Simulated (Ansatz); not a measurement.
**AsBH5N: up Jacob's ladder to CCSD(T)**

The task here is to estimate one member of a computed series from the others.

The runs use Ansatz 0.2.0, Gaussian basis; functionals in def2-TZVPP, the program's frozen cores in correlated methods.

Levels to be run: LDA (SPW92), PBE-D4, revPBE-D4, BLYP-D4, r2SCAN-D4, B97M-V, PBE0-D4, B3LYP-D4, r2SCANh-D4, r2SCAN0-D4, HSE06-D4, BHLYP-D4, CAM-B3LYP-D4, LC-ωPBE, ωB97X-V, ωB97M-V, B2PLYP, PBE-QIDH; CCSD(T)/def2-SVP; CCSD(T)/def2-TZVPP; MP2/def2-QZVPP; extrapolation to the limit; RPA on PBE.

### The relaxed structure

The geometry comes from an earlier relaxation with PBE0-D4 in a triple-zeta def2 set; it is a stationary point, not always the lowest conformer.

SMILES `B[AsH]N`, 8 atoms, charge 0, spin multiplicity 1.

Atoms are counted from 1 here; the program's logs count them from 0.

Bond lengths: B1–As2 1.972 Å, B1–H4 1.195 Å, B1–H5 1.194 Å, As2–N3 1.855 Å, As2–H6 1.518 Å, N3–H7 1.010 Å, N3–H8 1.011 Å. Angles: As2–B1–H4 121.3°, As2–B1–H5 117.7°, H4–B1–H5 120.5°, B1–As2–N3 107.5°, B1–As2–H6 98.3°, N3–As2–H6 99.7°, As2–N3–H7 110.2°, As2–N3–H8 113.0°, H7–N3–H8 108.6°.

As a file:

```xyz
8

B    -0.90349    0.66494   -0.95690
As    0.72176    0.65726    0.16048
N     0.89998   -1.04484    0.87494
H    -1.24372   -0.30706   -1.56345
H    -1.45274    1.71093   -1.13205
H     0.15930    1.38448    1.36853
H     1.76987   -1.46112    0.57327
H     0.14135   -1.66179    0.61938
```

The first run:

in.yaml

```yaml
crystal:
  periodic: [false, false, false]
  atoms:
    - {symbol: B, position_ang: [-0.903492, 0.664936, -0.956899]}
    - {symbol: As, position_ang: [0.721755, 0.657256, 0.160482]}
    - {symbol: N, position_ang: [0.899978, -1.044837, 0.874935]}
    - {symbol: H, position_ang: [-1.243723, -0.307057, -1.563449]}
    - {symbol: H, position_ang: [-1.452739, 1.710926, -1.132048]}
    - {symbol: H, position_ang: [0.159299, 1.384481, 1.368532]}
    - {symbol: H, position_ang: [1.769874, -1.461117, 0.573267]}
    - {symbol: H, position_ang: [0.141349, -1.661789, 0.619380]}
basis:
  gaussian: {orbitals: def2-TZVPP}
hamiltonian: {xc: lda}
output: {orbitals: {seedname: orbitals}}
```

The run is started by

```
$ ansatz run in.yaml --threads 2 --pin off --events-out ev --progress --plain --max-ram 4352MiB
```

Among the steps run: LDA; PBE-D4 (GGA); revPBE-D4 (GGA); BLYP-D4 (GGA); r2SCAN-D4 (meta-GGA); B97M-V (meta-GGA); B3LYP-D4 (hybrid); r2SCANh-D4 (hybrid); r2SCAN0-D4 (hybrid); HSE06-D4 (hybrid); BHLYP-D4 (hybrid); CAM-B3LYP-D4 (range-separated); LC-ωPBE (range-separated); ωB97X-V (range-separated); ωB97M-V (range-separated); B2PLYP (double hybrid); PBE-QIDH (double hybrid).

One of the session's tables, all rows but one given; the rest of the session is left out.

It belongs to the step «Frontier levels by functional». 

| functional | HOMO (eV) | LUMO (eV) | gap (eV) |
| --- | --- | --- | --- |
| LDA (SPW92) | -6.11 | -3.14 | 2.97 |
| PBE-D4 | ? | ? | ? |
| revPBE-D4 | -5.89 | -2.81 | 3.08 |
| BLYP-D4 | -5.80 | -2.76 | 3.04 |
| r2SCAN-D4 | -6.17 | -2.63 | 3.54 |
| B97M-V | -6.21 | -2.70 | 3.51 |
| PBE0-D4 | -7.03 | -2.02 | 5.01 |
| B3LYP-D4 | -6.83 | -2.22 | 4.61 |
| r2SCANh-D4 | -6.58 | -2.32 | 4.26 |
| r2SCAN0-D4 | -7.18 | -1.85 | 5.32 |
| HSE06-D4 | -6.63 | -2.40 | 4.23 |
| BHLYP-D4 | -7.94 | -1.04 | 6.90 |
| CAM-B3LYP-D4 | -8.28 | -0.96 | 7.32 |
| LC-ωPBE | -9.56 | 0.16 | 9.73 |
| ωB97X-V | -9.23 | 0.09 | 9.32 |
| ωB97M-V | -9.14 | -0.12 | 9.02 |

**Question.** Estimate the row for PBE-D4.

**Answer.** HOMO (eV): -5.95; LUMO (eV): -2.91; gap (eV): 3.04. In the column «HOMO (eV)» it lies between LDA (SPW92) (-6.11) and revPBE-D4 (-5.89).
